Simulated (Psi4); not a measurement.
**GeH3O2F (SMILES [OH][GeH]([OH])[F]): HF/3-21G**

What is the energy change on altering one bond length of GeH3O2F at HF/3-21G? 

Program for the calculation: Psi4 1.11.

**1. The system as given**

GeH3O2F has 7 atoms, charge 0, and is taken as a singlet. As SMILES, `[OH][GeH]([OH])[F]`. Geometry: relaxed at PBE0-D4/def2-TZVP. This is one conformer, not always the lowest.

Bond lengths: O1–Ge2 1.758 Å, Ge2–O3 1.748 Å, Ge2–F4 1.736 Å, O1–H5 0.961 Å, Ge2–H6 1.522 Å, O3–H7 0.961 Å. Angles: O1–Ge2–O3 108.4°, O1–Ge2–F4 104.7°, O3–Ge2–F4 110.1°, O1–Ge2–H6 116.0°, O3–Ge2–H6 108.9°, F4–Ge2–H6 108.5°, Ge2–O1–H5 112.4°, Ge2–O3–H7 112.8°.

**2. A single-point energy at HF/3-21G**

fgeh3o2.inp

```
memory 2200 MB

molecule molecule1 {
  O     -0.352900     1.140300    -0.859300
  Ge    -0.107500    -0.026800     0.432400
  O      1.518200    -0.656000     0.307600
  F     -1.260300    -1.284500     0.113200
  H     -1.209200     1.041800    -1.283900
  H     -0.331400     0.485800     1.847500
  H      1.804400    -0.768700    -0.603100
  units angstrom
  symmetry c1
  no_reorient
  no_com
}

set globals {
  basis         3-21G
  puream        true
  e_convergence 1e-09
  d_convergence 1e-08
  scf_type      pk
}

energy_value, wavefunction = energy('scf', return_wfn=True)
oeprop(wavefunction, 'DIPOLE', 'MAYER_INDICES', 'QUADRUPOLE')
```

Started as:

```bash
$ psi4 -i fgeh3o2.inp -o fgeh3o2.out -n 1
```

fgeh3o2.out:

```text
[...]
  Running in c1 symmetry.
[...]
  Nuclear repulsion =  327.327915065786726
[...]
  Multiplicity = 1
[...]
  Nalpha       = 30
  Nbeta        = 30
[...]
    Number of basis functions: 55
[...]
   @RHF iter   1: -2314.71746721628688   -4.59818e+00   1.41412e-02 ADIIS/DIIS
[...]
   @RHF iter  12: -2315.00843269689312   -6.36646e-12   2.35405e-09 DIIS
[...]
    Orbital Energies [Eh]
    ---------------------
    Doubly Occupied:
       1A   -402.816320     2A    -52.034805     3A    -46.047719
       4A    -46.047445     5A    -46.047369     6A    -26.119863
       7A    -20.463282     8A    -20.458184     9A     -7.244485
      10A     -5.198458    11A     -5.198286    12A     -5.197948
      13A     -1.665513    14A     -1.655793    15A     -1.649412
      16A     -1.645818    17A     -1.645451    18A     -1.519033
      19A     -1.343027    20A     -1.319029    21A     -0.770684
      22A     -0.676402    23A     -0.655079    24A     -0.626514
      25A     -0.609861    26A     -0.555729    27A     -0.540620
      28A     -0.511680    29A     -0.505358    30A     -0.488313
[...]
  @RHF Final Energy: -2315.00843269689312
   => Energetics <=
    Nuclear Repulsion Energy =            327.3279150657867262
    One-Electron Energy =               -3882.1577346691087769
    Two-Electron Energy =                1239.8213869064288701
    Total Energy =                      -2315.0084326968931236
[...]
 Multipole Moments:
 ------------------------------------------------------------------------------------
     Multipole            Electronic (a.u.)      Nuclear  (a.u.)        Total (a.u.)
 ------------------------------------------------------------------------------------
 L = 1.  Multiply by 2.5417464519 to convert [e a0] to [Debye]
 Dipole X            :          9.4491684           -9.8199618           -0.3707934
 Dipole Y            :         15.0388499          -14.7111399            0.3277100
 Dipole Z            :        -20.0062195           19.6578760           -0.3483434
 Magnitude           :                                                    0.6051650
 L = 2.  Multiply by 1.3450342976 to convert [e a0^2] to [Debye ang]
 Quadrupole XX       :       -164.5229316          139.0165971          -25.5063345
 Quadrupole XY       :         -5.1600042            2.3829738           -2.7770304
[...]
```

Run time: 1.6 s. Hardware: 1 thread of AMD EPYC 9R45 (Zen 5), shared host; peak memory 0.21 GiB.

**3. The distorted shape: energy and gradient at HF/3-21G**

fgeh3o2.xyz

```xyz
7
FGeH3O2
O      0.569370     2.146492    -0.603932
Ge     0.814770     0.979392     0.687768
O      2.440470     0.350192     0.562968
F     -1.260300    -1.284500     0.113200
H     -0.286930     2.047992    -1.028532
H      0.590870     1.491992     2.102868
H      2.726670     0.237492    -0.347732
```

calc.py

```python
import psi4

psi4.set_memory(2200000000)
psi4.set_num_threads(1)
psi4.core.set_output_file('run.log', False)

with open('fgeh3o2.xyz') as f:
    atoms = ''.join(f.readlines()[2:])
molecule = psi4.geometry('0 1\n' + atoms + 'symmetry c1')

psi4.set_options({
    'basis': '3-21G',
    'puream': True,
    'e_convergence': 1e-09,
    'd_convergence': 1e-08,
    'scf_type': 'pk',
})

energy_value, wavefunction = psi4.gradient("hf", return_wfn=True)
psi4.oeprop(wavefunction, "WIBERG_LOWDIN_INDICES", "LOWDIN_CHARGES", "MULLIKEN_CHARGES", title="HF")
print('gradient / Eh bohr^-1')
print(energy_value.np.round(6))
print(f'energy = {wavefunction.energy():.10f} Eh')
for k, v in sorted(psi4.core.scalar_variables().items()):
    print(f'{k:45s} {v:18.10f}')
```

Started as:

```bash
$ python calc.py
```

run.log, cut to the lines that bear on the results:

```text
[...]
  Running in c1 symmetry.
[...]
  Nuclear repulsion =  278.769474699816669
[...]
  Multiplicity = 1
[...]
  Nalpha       = 30
  Nbeta        = 30
[...]
    Number of basis functions: 55
[...]
   @RHF iter   1: -2314.37972435084293   -4.85285e+00   1.61451e-02 DIIS/ADIIS
[...]
   @RHF iter  15: -2314.76657849098592    1.36424e-12   3.31506e-09 DIIS
[...]
  @RHF Final Energy: -2314.76657849098592
   => Energetics <=
    Nuclear Repulsion Energy =            278.7694746998166693
    One-Electron Energy =               -3783.9928149983020376
    Two-Electron Energy =                1190.4567618074991060
    Total Energy =                      -2314.7665784909859212
[...]
 Multipole Moments:
 ------------------------------------------------------------------------------------
     Multipole            Electronic (a.u.)      Nuclear  (a.u.)        Total (a.u.)
 ------------------------------------------------------------------------------------
 L = 1.  Multiply by 2.5417464519 to convert [e a0] to [Debye]
 Dipole X            :         -0.4897391            1.5321723            1.0424332
 Dipole Y            :          0.9276739            0.9587532            1.8864271
 Dipole Z            :          2.7170810           -2.7638268           -0.0467458
 Magnitude           :                                                    2.1557967
[...]
  -Total Gradient:
     Atom            X                  Y                   Z
    ------   -----------------  -----------------  -----------------
       1        0.006574007377     0.038282400710    -0.026007785343
       2       -0.009206630239     0.008903052985     0.008646826480
       3        0.042204546719    -0.007534527897     0.004925010423
       4       -0.042714051876    -0.048688530084    -0.010478504987
       5        0.006652754477    -0.009282862577     0.013505046474
       6        0.010346639292     0.011298627589     0.005097811307
       7       -0.013857265746     0.007021839265     0.004311595592
[...]
  Mulliken Charges: (a.u.)
   Center  Symbol    Alpha    Beta     Spin     Total
       1     O     4.40635  4.40635  0.00000 -0.81271
       2    GE    15.29314 15.29314  0.00000  1.41371
[...]
```

Standard output:

```text
gradient / Eh bohr^-1
[[ 0.006574  0.038282 -0.026008]
 [-0.009207  0.008903  0.008647]
 [ 0.042205 -0.007535  0.004925]
 [-0.042714 -0.048689 -0.010479]
 [ 0.006653 -0.009283  0.013505]
 [ 0.010347  0.011299  0.005098]
 [-0.013857  0.007022  0.004312]]
energy = -2314.7665784910 Eh
CURRENT ENERGY                                  -2314.7665784910
CURRENT REFERENCE ENERGY                        -2314.7665784910
DD SOLVATION ENERGY                                 0.0000000000
HF KINETIC ENERGY                                2314.4725523927
HF POTENTIAL ENERGY                             -4629.2391308837
HF TOTAL ENERGY                                 -2314.7665784910
HF VIRIAL RATIO                                     2.0001270381
NUCLEAR REPULSION ENERGY                          278.7694746998
ONE-ELECTRON ENERGY                             -3783.9928149983
PCM POLARIZATION ENERGY                             0.0000000000
PE ENERGY                                           0.0000000000
SCF ITERATION ENERGY                            -2314.7665784910
SCF ITERATIONS                                     15.0000000000
SCF TOTAL ENERGY                                -2314.7665784910
TWO-ELECTRON ENERGY                              1190.4567618075
```

Run time: 1.8 s. Hardware: 1 thread of AMD EPYC 9R45 (Zen 5), shared host; peak memory 0.21 GiB.

**4. Results**

Level: HF/3-21G.

| quantity | value |
| --- | --- |
| first shape: total energy | -2315.00843 Eh |
| first shape: dipole moment | 1.54 D |
| first shape: HOMO energy | -13.29 eV |
| first shape: LUMO energy | 4.73 eV |
| first shape: HOMO–LUMO gap | 18.02 eV |
| distorted shape: total energy | -2314.76658 Eh |
| distorted shape: dipole moment | 5.48 D |
| distorted shape: HOMO energy | -9.20 eV |
| distorted shape: LUMO energy | -0.83 eV |
| distorted shape: HOMO–LUMO gap | 8.37 eV |
| distorted shape: largest force on an atom | 3.374 eV/Å |
| energy change with the Ge2–F4 bond stretched from 1.736 to 3.124 Å | 6.581 eV |

In words: One bond (distorted shape) is far stretched, which a spin-restricted single reference describes badly; a broken-symmetry solution may lie lower. With the Ge2–F4 bond stretched from 1.736 to 3.124 Å the energy rises by 6.58 eV (635 kJ/mol). The first shape isn't relaxed at this level, so the change isn't measured from a minimum. A restricted reference can't describe the breaking bond well at this length.
